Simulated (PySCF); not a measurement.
# C2H5Cl2FSi: the cost of one run

Programs: PySCF 2.14.0, with density-fitted response routines of our own. Each step states its level of theory. These are calculated values for one molecule in the gas phase, unless marked as measured. Atoms are numbered from 0 throughout.

## 1. The starting structure

11 atoms, charge 0, multiplicity 1; geometry from: GFN2-xTB.

Bonds of the start (Å): C0–Si1 1.89, Si1–F2 1.62, Si1–Cl3 2.00, Si1–C4 1.91, C4–Cl5 1.79, C0–H6 1.09, C0–H7 1.09, C0–H8 1.09, C4–H9 1.09, C4–H10 1.09.

## 2. Excited states and response: wB97X-D/def2-SVPD

Job settings and geometry (Å):

```
{"job": {"kind": "uv", "xc": "wB97X-D", "basis": "def2-SVPD", "nstates": 8, "ntriplets": 3}, "charge": 0, "multiplicity": 1}
C      1.534117    -0.456943     0.279429
Si     0.126155     0.608675    -0.390244
F      0.235342     0.629403    -2.009255
Cl     0.191203     2.514735     0.210227
C     -1.595550    -0.159339    -0.072547
Cl    -1.846269    -0.479307     1.671129
H      1.433811    -0.619960     1.348426
H      2.498454     0.013329     0.105654
H      1.550196    -1.429904    -0.203804
H     -1.714823    -1.114036    -0.580285
H     -2.407210     0.496017    -0.384695
```

Level: TDDFT wB97X-D/def2-SVPD, vertical, gas phase, core orbitals frozen in the response.

On the command line:

```
$ OMP_NUM_THREADS=1 python probes_run.py task.json out
```

This one command runs all jobs of the session in turn.

Q: Estimate the wall time and peak memory of this first job on 1 thread of Intel Xeon at 2.50GHz, shared host.

About 68 s, with a peak of 0.82 GiB.
